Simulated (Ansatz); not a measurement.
# Si15AsC16: the cost of one run

Computed with Ansatz 0.2.0 (DFT, PBE, plane-wave PAW, default files, scalar-relativistic, as far as a step names no other, unless a step's input says otherwise).

## 1. Starting point

It takes space group P3m1 (No. 156, trigonal). The conventional cell has a = 6.152 Å, b = 6.152 Å, c = 10.096 Å, α = 90.00°, β = 90.00°, γ = 120.00°. As (site symmetry 3m) has 4 C at 1.87 to 1.94 Å as nearest neighbours. Si (site symmetry 3m) has 4 C at 1.87 to 1.94 Å as nearest neighbours. Si (site symmetry m) has 4 C at 1.87 to 1.94 Å as nearest neighbours. Only part of the 16 independent sites is listed.

Structure file:

```
CELL_PARAMETERS angstrom
6.15200 0.00000 0.00000
-3.07600 5.32779 0.00000
0.00000 0.00000 10.09600
ATOMIC_POSITIONS crystal
As 0.16667 0.33333 0.00000
Si 0.16667 0.33333 0.50000
Si 0.16667 0.83333 0.00000
Si 0.16667 0.83333 0.50000
Si 0.66667 0.33333 0.00000
Si 0.66667 0.33333 0.50000
Si 0.66667 0.83333 0.00000
Si 0.66667 0.83333 0.50000
Si 0.33333 0.16667 0.25000
Si 0.33333 0.16667 0.75000
Si 0.33333 0.66667 0.25000
Si 0.33333 0.66667 0.75000
Si 0.83333 0.16667 0.25000
Si 0.83333 0.16667 0.75000
Si 0.83333 0.66667 0.25000
Si 0.83333 0.66667 0.75000
C 0.16667 0.33333 0.19250
C 0.16667 0.33333 0.69250
C 0.16667 0.83333 0.19250
C 0.16667 0.83333 0.69250
C 0.66667 0.33333 0.19250
C 0.66667 0.33333 0.69250
C 0.66667 0.83333 0.19250
C 0.66667 0.83333 0.69250
C 0.33333 0.16667 0.44250
C 0.33333 0.16667 0.94250
C 0.33333 0.66667 0.44250
C 0.33333 0.66667 0.94250
C 0.83333 0.16667 0.44250
C 0.83333 0.16667 0.94250
C 0.83333 0.66667 0.44250
C 0.83333 0.66667 0.94250
```

Atom 1 of the input is the impurity.

## 2. First run, atoms as given

Input file input.yaml:

```yaml
crystal:
  lattice:
    - [6.152, 0.0, 0.0]
    - [-3.076, 5.327788284, 0.0]
    - [0.0, 0.0, 10.096]
  atoms:
    - { symbol: As, position: [0.1666666666, 0.3333333334, 0.0] }
    - { symbol: Si, position: [0.1666666666, 0.3333333334, 0.5] }
    - { symbol: Si, position: [0.1666666666, 0.8333333334, 0.0] }
    - { symbol: Si, position: [0.1666666666, 0.8333333334, 0.5] }
    - { symbol: Si, position: [0.6666666666, 0.3333333334, 0.0] }
    - { symbol: Si, position: [0.6666666666, 0.3333333334, 0.5] }
    - { symbol: Si, position: [0.6666666666, 0.8333333334, 0.0] }
    - { symbol: Si, position: [0.6666666666, 0.8333333334, 0.5] }
    - { symbol: Si, position: [0.3333333334, 0.1666666666, 0.25] }
    - { symbol: Si, position: [0.3333333334, 0.1666666666, 0.75] }
    - { symbol: Si, position: [0.3333333334, 0.6666666666, 0.25] }
    - { symbol: Si, position: [0.3333333334, 0.6666666666, 0.75] }
    - { symbol: Si, position: [0.8333333334, 0.1666666666, 0.25] }
    - { symbol: Si, position: [0.8333333334, 0.1666666666, 0.75] }
    - { symbol: Si, position: [0.8333333334, 0.6666666666, 0.25] }
    - { symbol: Si, position: [0.8333333334, 0.6666666666, 0.75] }
    - { symbol: C, position: [0.1666666666, 0.3333333334, 0.1925] }
    - { symbol: C, position: [0.1666666666, 0.3333333334, 0.6925] }
    - { symbol: C, position: [0.1666666666, 0.8333333334, 0.1925] }
    - { symbol: C, position: [0.1666666666, 0.8333333334, 0.6925] }
    - { symbol: C, position: [0.6666666666, 0.3333333334, 0.1925] }
    - { symbol: C, position: [0.6666666666, 0.3333333334, 0.6925] }
    - { symbol: C, position: [0.6666666666, 0.8333333334, 0.1925] }
    - { symbol: C, position: [0.6666666666, 0.8333333334, 0.6925] }
    - { symbol: C, position: [0.3333333334, 0.1666666666, 0.4425] }
    - { symbol: C, position: [0.3333333334, 0.1666666666, 0.9425] }
    - { symbol: C, position: [0.3333333334, 0.6666666666, 0.4425] }
    - { symbol: C, position: [0.3333333334, 0.6666666666, 0.9425] }
    - { symbol: C, position: [0.8333333334, 0.1666666666, 0.4425] }
    - { symbol: C, position: [0.8333333334, 0.1666666666, 0.9425] }
    - { symbol: C, position: [0.8333333334, 0.6666666666, 0.4425] }
    - { symbol: C, position: [0.8333333334, 0.6666666666, 0.9425] }
total_charge: 1
kpoints:
  mp_grid: { grid: [4, 4, 2] }
scf:
  occupations: { method: fermi_dirac, width: 0.01 }
hamiltonian:
  xc: pbe
  pseudopotentials: { kind: paw }
output:
  forces: true
  stress: true
  populations: true
  efg: { quadrupole_moments_barn: { As: 0.311 }, contact_densities: true }
```

Started as:

```bash
$ ansatz run input.yaml --threads 1 --pin off --max-ram 3072MiB --backend cpu --events-out ev --progress --plain --runs-dir out
```

What time and memory should one allow on 1 thread of Arm Neoverse V2, shared host?

About 36 s, with a peak of 0.67 GiB.
